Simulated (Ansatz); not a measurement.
LuBe:

```
Lu Be
1.0
     3.32037    0.00000    0.00000
     0.00000    3.32037    0.00000
     0.00000    0.00000    3.32037
Lu Be
1 1
Direct
  0.00000 0.00000 0.00000
  0.50000 0.50000 0.50000
```

The cell was built by a generator and needn't be a form met in nature.

Base run:

| Quantity | Value |
| --- | --- |
| Program | Ansatz 0.2.0 |
| Functional | revPBE |
| Potentials or basis | Ansatz PAW |
| Cutoff | 420 eV |
| Density cutoff | 1680 eV |
| k mesh | 8 × 8 × 8 |
| Occupations | fermi-dirac, width 0.05 eV |
| Spin | no spin polarisation |

Its results: band gap on the k mesh none (metal or under the smearing width); pressure 1.8 GPa.

Question: The run is repeated on the same cell with these changes: functional from revPBE to RPBE. What comes out?

Answer: Band gap on the k mesh none (metal or under the smearing width); pressure 2.3 GPa.

Caveats: the potentials were made for another functional, which shifts forces and pressure; the PAW data sets come from PBE, with cores solved anew for the run's functional, which leaves a small shift of forces and pressure.

Not every run made on this cell is shown here.
